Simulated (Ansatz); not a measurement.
# Rb2ZnPdC6N6: one candidate of a structure search

Where does this trial cell of Rb2ZnPdC6N6 go when cell and atoms are let free?

Program: Ansatz 0.2.0. Level of theory: DFT PBE, scalar-relativistic, plane waves, PAW. These are calculated values, not measurements.

### 1 The starting structure

The structure is cubic, space group Fm-3m (No. 225). Conventional cell: a = 10.234 Å, b = 10.234 Å, c = 10.234 Å, α = 90.00°, β = 90.00°, γ = 90.00°. Rb (site symmetry -43m) has 12 N at 3.66 Å and 12 C at 3.67 Å in its first shell of neighbours. Around Zn (site symmetry m-3m) lie 6 C at 1.92 Å. Pd (site symmetry m-3m) has 6 N at 2.03 Å in its first shell of neighbours. C (site symmetry 4mm) is surrounded by 1 N at 1.17 Å and 1 Zn at 1.92 Å. N (site symmetry 4mm) has 1 C at 1.17 Å and 1 Pd at 2.03 Å in its first shell of neighbours.

Coordinates:

```cif
data_structure
_symmetry_space_group_name_H-M 'Fm-3m'
_symmetry_Int_Tables_number 225
_cell_length_a 10.2340
_cell_length_b 10.2340
_cell_length_c 10.2340
_cell_angle_alpha 90.000
_cell_angle_beta 90.000
_cell_angle_gamma 90.000
_cell_volume 1071.86
loop_
_atom_site_label
_atom_site_type_symbol
_atom_site_symmetry_multiplicity
_atom_site_Wyckoff_symbol
_atom_site_fract_x
_atom_site_fract_y
_atom_site_fract_z
_atom_site_occupancy
Rb1 Rb 8 c 0.25000 0.75000 0.75000 1
Zn1 Zn 4 a 0.00000 0.00000 0.00000 1
Pd1 Pd 4 b 0.50000 0.00000 0.00000 1
C1 C 24 e 0.18732 0.00000 0.00000 1
N1 N 24 e 0.30164 0.00000 0.00000 1
```

A structure generator made this guess: cyanide-bridged rock-salt net of two metals, 2 guest cations a cell (Fm-3m, No. 225). The dimensions are guesses.

### 2 A first look at the guess

input.yaml

```yaml
crystal:
  lattice:
    - [0.0, 5.117, 5.117]
    - [5.117, 0.0, 5.117]
    - [5.117, 5.117, 0.0]
  atoms:
    - { symbol: Rb, position: [0.25, 0.25, 0.25] }
    - { symbol: Rb, position: [0.75, 0.75, 0.75] }
    - { symbol: Zn, position: [0.0, 0.0, 0.0] }
    - { symbol: Pd, position: [0.5, 0.5, 0.5] }
    - { symbol: C, position: [0.81268321, 0.18731679, 0.18731679] }
    - { symbol: C, position: [0.18731679, 0.81268321, 0.18731679] }
    - { symbol: C, position: [0.18731679, 0.18731679, 0.81268321] }
    - { symbol: C, position: [0.18731679, 0.81268321, 0.81268321] }
    - { symbol: C, position: [0.81268321, 0.18731679, 0.81268321] }
    - { symbol: C, position: [0.81268321, 0.81268321, 0.18731679] }
    - { symbol: "N", position: [0.69835841, 0.30164159, 0.30164159] }
    - { symbol: "N", position: [0.30164159, 0.69835841, 0.30164159] }
    - { symbol: "N", position: [0.30164159, 0.30164159, 0.69835841] }
    - { symbol: "N", position: [0.30164159, 0.69835841, 0.69835841] }
    - { symbol: "N", position: [0.69835841, 0.30164159, 0.69835841] }
    - { symbol: "N", position: [0.69835841, 0.69835841, 0.30164159] }
basis:
  ecutwfc: 420
kpoints:
  mp_grid: { grid: [4, 4, 4] }
hamiltonian:
  xc: pbe
scf:
  occupations: { method: gaussian, width: 0.1 }
  lower_state_search: "off"
output:
  forces: true
  stress: true
  eigenvalues: true
```

The run is started by

```
> ansatz run input.yaml --threads 1 --pin off --max-ram 2560MiB --backend cpu --events-out ev --progress --plain --runs-dir out
```

Further runs follow: spin check on a coarse mesh; rough relaxation on the coarse mesh; full relaxation.

Q: Predict the outcome of this session. Wanted: conventional cell; volume; energy over the elements; gap on the mesh; total moment.

**Answer**, as computed:

| quantity | value |
| --- | --- |
| symmetry at the end (tolerance 0.02 Å) | space group Fm-3m (No. 225) |
| conventional cell | a = 11.171 Å, b = 11.171 Å, c = 11.171 Å, α = 90.00°, β = 90.00°, γ = 90.00° |
| volume | 21.78 Å³/atom |
| energy over the elements (uncorrected; H, N, O, F and Cl as molecules) | +0.29 eV/atom |
| gap on the mesh | 0.93 eV |
| total moment | 2.00 μB/cell |

The space group Fm-3m (No. 225) is kept, and the volume per atom grows by 30.1 % from the first guess. The formation energy is positive, so the separate elements lie lower. No finished test with a distortion of lower symmetry is shown, so the end may be a saddle point. Other magnetic orders were not searched.
